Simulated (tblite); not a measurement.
# Al8Br6Cl11H2N3: the cost of one run

Programs: tblite 0.8.0 and PySCF 2.14.0, with routines of our own; each step states its level. All values are computed. Atoms count from 0.

## 1. The system as given

30 atoms, charge 0, multiplicity 1; geometry from: force field, distance geometry or constructed start.

## 2. Optimising the geometry with GFN2-xTB

The job: settings as JSON, then the geometry in Å.

```
{"job": {"kind": "relax", "xc": "GFN2-xTB", "basis": "xTB"}, "charge": 0, "multiplicity": 1}
Al    -1.986900    -1.920600    -0.126800
Al    -1.995000     0.273800    -2.322100
Al    -1.986600     2.458900    -0.124200
Al     0.197500    -1.914400    -2.321400
Al     2.387200    -1.920000    -0.121800
Al     2.384900     0.270700     2.062200
Al     0.198300     0.272900    -0.128500
Al     0.201600     2.463900     2.066300
Br    -3.084100    -0.825900    -1.220600
Br    -0.899600    -3.014600    -1.218600
Br    -0.898900    -0.825000     0.967700
Br    -0.899300    -0.825800    -3.410200
N     -0.900200     1.366900    -1.215200
Br    -0.894600     3.555600     0.967100
N      1.291000    -0.818700    -1.220000
Br     3.481300    -0.823200     0.976100
N      1.293600     1.368100     0.970700
H      1.892600    -0.226700    -1.821700
H      1.893100     1.968500     0.371800
Cl     3.678500     1.559600     3.355000
Cl    -3.281600    -3.202500     1.163800
Cl    -3.280200     1.175200     1.162100
Cl     1.489100     3.753300     3.358900
Cl     1.481500    -3.210600    -3.604200
Cl     1.101200    -1.013700     3.353200
Cl    -3.285400     3.747800    -1.410200
Cl     3.676400    -3.204000    -1.413400
Cl    -3.279900     1.559300    -3.601500
Cl    -1.088700     1.174100     3.350300
Cl     1.101800    -3.205900     1.165700
```

Launch:

```sh
$ OMP_NUM_THREADS=8 python large_run.py task.json out
```

This one command runs all jobs of the session in turn.

**Question.** How long does this first job take on 8 threads of Intel Xeon Platinum 8259CL at 2.50GHz, shared host, and how much memory does it need?

About 3.3 min, with a peak of 0.16 GiB.
